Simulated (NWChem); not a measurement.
# C2H3BrO (acetyl bromide) at B3LYP/6-31G(d) (spherical functions)

Aim: the energy change on altering one bond length of C2H3BrO (acetyl bromide) at B3LYP/6-31G* (spherical functions), from 2 runs. Input form: an ASE script.

The results are computed with NWChem 7.3.0.

## 1. The system as given

C2H3BrO: 7 atoms, total charge 0, spin state singlet. As SMILES, `CC(=O)Br`. The shape is that of a PBE0-D4/def2-TZVP optimisation.

Bond lengths: C1–C2 1.490 Å, C2–O3 1.176 Å, C2–Br4 1.977 Å, C1–H5 1.089 Å, C1–H6 1.091 Å, C1–H7 1.091 Å. Angles: C1–C2–O3 128.3°, C1–C2–Br4 111.6°, O3–C2–Br4 120.1°, C2–C1–H5 109.4°, C2–C1–H6 109.3°, C2–C1–H7 109.3°, H5–C1–H6 110.7°, H5–C1–H7 110.7°, H6–C1–H7 107.4°.

## 2. Energy and gradient at B3LYP/6-31G(d) (spherical functions)

The input, nw.xyz:

```xyz
7
C2H3BrO B3LYP
C      0.317220     0.588950     0.223620
C     -0.346220    -0.731400     0.032370
O     -0.609500    -1.539260     0.844740
Br    -0.791980    -1.052340    -1.866800
H      0.547050     0.728270     1.279450
H     -0.343270     1.379670    -0.135480
H      1.226720     0.626100    -0.377900
```

The input, run.py:

```python
from ase.io import read
from ase.calculators.nwchem import NWChem

mol = read('nw.xyz')

calc = NWChem(
    label='nw',
    theory='dft',
    memory='2200 mb',
    basis='6-31G*',
    basispar='spherical bse',
    dft={'xc': 'b3lyp', 'mult': '1', 'grid': 'xfine', 'convergence': 'energy 1e-08', 'iterations': '100', 'mulliken': None},
)
mol.calc = calc

forces = mol.get_forces()
print(f"energy = {mol.get_potential_energy():.6f} eV")
print("forces (eV/A):")
for s, f in zip(mol.symbols, forces):
    print(f"{s:2s} {f[0]:10.5f} {f[1]:10.5f} {f[2]:10.5f}")
print("dipole (e A):", mol.get_dipole_moment().round(4))
```

Run with:

```sh
$ export ASE_NWCHEM_COMMAND="nwchem PREFIX.nwi > PREFIX.nwo"
$ python run.py
```

The program printed:

```text
energy = -74208.699241 eV
forces (eV/A):
C     0.12187    0.25356    0.00303
C     0.16918    0.45051   -0.30920
O    -0.25084   -0.78815    0.83139
Br   -0.14825   -0.11719   -0.59845
H     0.03178    0.03255    0.10480
H    -0.04006    0.12192   -0.00370
H     0.11637    0.04674   -0.02782
dipole (e A): [0.2656 0.5128 0.1261]
```

The calculator wrote nw.nwi:

```
title "nw"

permanent_dir nw

scratch_dir nw

start nw

geometry units angstrom nocenter noautosym noautoz
  C  3.1722000000000000e-01 5.8894999999999997e-01 2.2362000000000001e-01
  C  -3.4622000000000003e-01 -7.3140000000000005e-01 3.2370000000000003e-02
  O  -6.0950000000000004e-01 -1.5392600000000001e+00 8.4474000000000005e-01
  Br -7.9198000000000002e-01 -1.0523400000000001e+00 -1.8668000000000000e+00
  H  5.4705000000000004e-01 7.2826999999999997e-01 1.2794500000000000e+00
  H  -3.4327000000000002e-01 1.3796700000000000e+00 -1.3547999999999999e-01
  H  1.2267200000000000e+00 6.2609999999999999e-01 -3.7790000000000001e-01
end

memory 2200 mb

basis spherical bse noprint
   * library 6-31G*
end

dft
  xc b3lyp
  mult 1
  grid xfine
  convergence energy 1e-08
  iterations 100
  mulliken
end

task dft gradient
```

nw.nwo (excerpt; [...] marks lines left out):

```text
[...]
          Wavefunction type:  closed shell.
          No. of atoms     :     7
          No. of electrons :    58
[...]
          Charge           :     0
          Spin multiplicity:     1
[...]
          AO basis - number of functions:    80
[...]
              XC Information
              --------------
                         B3LYP Method XC Potential
                     Hartree-Fock (Exact) Exchange  0.200
                        Slater Exchange Functional  0.800 local
                    Becke 1988 Exchange Functional  0.720 non-local
              Lee-Yang-Parr Correlation Functional  0.810
                  VWN I RPA Correlation Functional  0.190 local
[...]
 d= 0,ls=0.0,diis     1  -2726.9743239589 -2.96D+03  2.11D-02  1.19D+00     3.6
[...]
 d= 0,ls=0.0,diis    11  -2727.1194188590 -5.75D-10  3.74D-07  8.54D-10    30.2
         Total DFT energy =    -2727.119418858976
      One electron energy =    -4245.068068588265
           Coulomb energy =     1400.832023273880
    Exchange-Corr. energy =     -111.887969690634
 Nuclear repulsion energy =      229.004596146043
[...]
  wavefunction    = closed shell
                         DFT ENERGY GRADIENTS
    atom               coordinates                        gradient
                 x          y          z           x          y          z
   1 C       0.599459   1.112954   0.422581   -0.002370  -0.004931  -0.000059
   2 C      -0.654261  -1.382146   0.061170   -0.003290  -0.008761   0.006013
   3 O      -1.151788  -2.908780   1.596327    0.004878   0.015327  -0.016168
   4 Br     -1.496625  -1.988634  -3.527740    0.002883   0.002279   0.011638
   5 H       1.033775   1.376231   2.417810   -0.000618  -0.000633  -0.002038
   6 H      -0.648686   2.607198  -0.256020    0.000779  -0.002371   0.000072
   7 H       2.318165   1.183157  -0.714127   -0.002263  -0.000909   0.000541
[...]
```

Wall time 40 s (1 thread of Intel Xeon at 2.60GHz (Ice Lake), shared host); peak memory 0.14 GiB.

## 3. The distorted shape: the energy at B3LYP/6-31G(d) (spherical functions)

The input, a.xyz:

```xyz
7
acetyl bromide
C      0.515371     0.351729     0.331352
C     -0.148069    -0.968621     0.140102
O     -0.411349    -1.776481     0.952472
Br    -0.593829    -1.289561    -1.759068
H      0.745201     0.491049     1.387182
H     -0.343270     1.379670    -0.135480
H      1.424871     0.388879    -0.270168
```

The input, run.py:

```python
from ase.io import read
from ase.calculators.nwchem import NWChem

molecule = read('a.xyz')

calc = NWChem(
    label='a',
    theory='dft',
    memory='2200 mb',
    basis='6-31G*',
    basispar='spherical bse',
    dft={'xc': 'b3lyp', 'mult': '1', 'grid': 'xfine', 'convergence': 'energy 1e-08', 'iterations': '100', 'mulliken': None},
    task='energy',
)
molecule.calc = calc

print("Total energy (eV):", round(molecule.get_potential_energy(), 6))
print("dipole (e A):", molecule.get_dipole_moment().round(4))
```

Run with:

```sh
$ export ASE_NWCHEM_COMMAND="nwchem PREFIX.nwi > PREFIX.nwo"
$ python run.py
```

The program printed:

```text
Total energy (eV): -74207.696026
dipole (e A): [0.2748 0.5021 0.1308]
```

The calculator wrote a.nwi:

```
title "a"

permanent_dir a

scratch_dir a

start a

geometry units angstrom nocenter noautosym noautoz
  C  5.1537100000000002e-01 3.5172900000000001e-01 3.3135199999999998e-01
  C  -1.4806900000000001e-01 -9.6862099999999995e-01 1.4010200000000000e-01
  O  -4.1134900000000002e-01 -1.7764810000000000e+00 9.5247199999999999e-01
  Br -5.9382900000000005e-01 -1.2895610000000000e+00 -1.7590680000000001e+00
  H  7.4520100000000000e-01 4.9104900000000001e-01 1.3871819999999999e+00
  H  -3.4327000000000002e-01 1.3796700000000000e+00 -1.3547999999999999e-01
  H  1.4248710000000000e+00 3.8887899999999997e-01 -2.7016800000000002e-01
end

memory 2200 mb

basis spherical bse noprint
   * library 6-31G*
end

dft
  xc b3lyp
  mult 1
  grid xfine
  convergence energy 1e-08
  iterations 100
  mulliken
end

task dft energy
```

a.nwo (excerpt; [...] marks lines left out):

```text
[...]
          Wavefunction type:  closed shell.
          No. of atoms     :     7
          No. of electrons :    58
[...]
          Charge           :     0
          Spin multiplicity:     1
[...]
          AO basis - number of functions:    80
[...]
              XC Information
              --------------
                         B3LYP Method XC Potential
                     Hartree-Fock (Exact) Exchange  0.200
                        Slater Exchange Functional  0.800 local
                    Becke 1988 Exchange Functional  0.720 non-local
              Lee-Yang-Parr Correlation Functional  0.810
                  VWN I RPA Correlation Functional  0.190 local
[...]
 d= 0,ls=0.0,diis     1  -2726.9349324179 -2.95D+03  2.16D-02  1.19D+00     3.5
[...]
 d= 0,ls=0.0,diis    11  -2727.0825513717 -1.37D-09  4.37D-07  1.15D-09    29.8
         Total DFT energy =    -2727.082551371707
      One electron energy =    -4242.634517735095
           Coulomb energy =     1399.581425826102
    Exchange-Corr. energy =     -111.793691665147
 Nuclear repulsion energy =      227.764232202434
[...]
      Total Density - Mulliken Population Analysis
     ---------------------------------------------
    Atom       Charge   Shell Charges
 -----------   ------   -------------------------------------------------------
    1 C    6     6.47   2.00  0.67  2.05  0.70  1.03  0.03
    2 C    6     5.65   2.00  0.72  1.89  0.42  0.53  0.09
    3 O    8     8.29   2.00  0.93  2.87  0.92  1.55  0.03
    4 Br  35    35.13   2.00  2.00  6.00  2.00  5.99  1.64  3.81  0.33  1.34  6.95  2.92  0.17
    5 H    1     0.80   0.52  0.28
    6 H    1     0.86   0.42  0.44
    7 H    1     0.79   0.52  0.27
[...]
```

Wall time 31 s (1 thread of Intel Xeon at 2.60GHz (Ice Lake), shared host); peak memory 0.13 GiB.

## 4. What came out

Level: B3LYP/6-31G* (spherical functions).

```
                                                         quantity           value
                                        first shape: total energy  -2727.11942 Eh
                                       first shape: dipole moment          2.84 D
                                         first shape: HOMO energy        -7.81 eV
                                         first shape: LUMO energy        -1.12 eV
                                       first shape: HOMO–LUMO gap         6.68 eV
                            first shape: largest force on an atom      1.173 eV/Å
                                    distorted shape: total energy  -2727.08255 Eh
                                   distorted shape: dipole moment          2.82 D
                                     distorted shape: HOMO energy        -7.79 eV
                                     distorted shape: LUMO energy        -1.47 eV
                                   distorted shape: HOMO–LUMO gap         6.32 eV
energy change with the C1–H6 bond stretched from 1.091 to 1.418 Å        1.003 eV
```

With the C1–H6 bond stretched from 1.091 to 1.418 Å the energy rises by 1.00 eV (97 kJ/mol). The first shape isn't relaxed at this level, so the change isn't measured from a minimum. The largest force (first shape) is 1.17 eV/Å: the shape isn't a stationary point for this species at this level.
